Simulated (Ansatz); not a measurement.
# LiS3: the cost of one run

Computed with Ansatz 0.2.0 (DFT PBE, scalar-relativistic, plane waves, PAW, unless a step's input says otherwise).

### Step 1. The system as given

It takes space group Cmcm (No. 63, orthorhombic). Conventional cell: a = 6.549 Å, b = 9.789 Å, c = 4.421 Å, α = 90.00°, β = 90.00°, γ = 90.00°. Li (site symmetry m2m) is surrounded by 12 S at 2.91 to 3.30 Å. S (site symmetry m2m) is surrounded by 8 S at 2.73 to 2.99 Å and 4 Li at 2.91 to 3.30 Å. Around S (site symmetry m) lie 7 S at 2.73 to 2.99 Å and 4 Li at 2.91 to 3.01 Å.

As a file:

```cif
data_structure
_symmetry_space_group_name_H-M 'P 1'
_symmetry_Int_Tables_number 1
_cell_length_a 5.8886
_cell_length_b 5.8886
_cell_length_c 4.4209
_cell_angle_alpha 90.000
_cell_angle_beta 90.000
_cell_angle_gamma 112.433
_cell_volume 141.69
loop_
_atom_site_label
_atom_site_type_symbol
_atom_site_fract_x
_atom_site_fract_y
_atom_site_fract_z
_atom_site_occupancy
Li1 Li 0.63210 0.36790 0.25000 1
Li2 Li 0.36790 0.63210 0.75000 1
S1 S 0.17510 0.82490 0.25000 1
S2 S 0.82490 0.17510 0.75000 1
S3 S 0.11790 0.30790 0.25000 1
S4 S 0.88210 0.69210 0.75000 1
S5 S 0.30790 0.11790 0.75000 1
S6 S 0.69210 0.88210 0.25000 1
```

(A quick probe on a coarse mesh, which set the mesh and smearing, is not shown.)

### Step 3. A loose first relaxation

Input file input.yaml:

```yaml
crystal:
  lattice:
    - [3.2743805664, -4.8942838903, 0.0]
    - [3.2743805664, 4.8942838903, 0.0]
    - [0.0, 0.0, 4.4208517009]
  atoms:
    - { symbol: Li, position: [0.6321, 0.3679, 0.25] }
    - { symbol: Li, position: [0.3679, 0.6321, 0.75] }
    - { symbol: S, position: [0.1751, 0.8249, 0.25] }
    - { symbol: S, position: [0.8249, 0.1751, 0.75] }
    - { symbol: S, position: [0.1179, 0.3079, 0.25] }
    - { symbol: S, position: [0.8821, 0.6921, 0.75] }
    - { symbol: S, position: [0.3079, 0.1179, 0.75] }
    - { symbol: S, position: [0.6921, 0.8821, 0.25] }
basis:
  ecutwfc: 420
kpoints:
  mp_grid: { grid: [4, 4, 4] }
hamiltonian:
  xc: pbe
scf:
  occupations: { method: gaussian, width: 0.1 }
  lower_state_search: "off"
output:
  forces: true
  stress: true
  eigenvalues: true
relax:
  adjacent_minimum: "off"
  f_tol: 0.04
  max_steps: 70
  cell: { stress_tol: 0.4 }
```

Command:

```console
$ ansatz run input.yaml --threads 1 --pin off --max-ram 2560MiB --backend cpu --events-out ev --progress --plain --runs-dir out
```

**Question.** How long does this run take on 1 thread of Arm Neoverse V1, shared host, and how much memory does it need?

About 3.4 min, with a peak of 0.42 GiB.
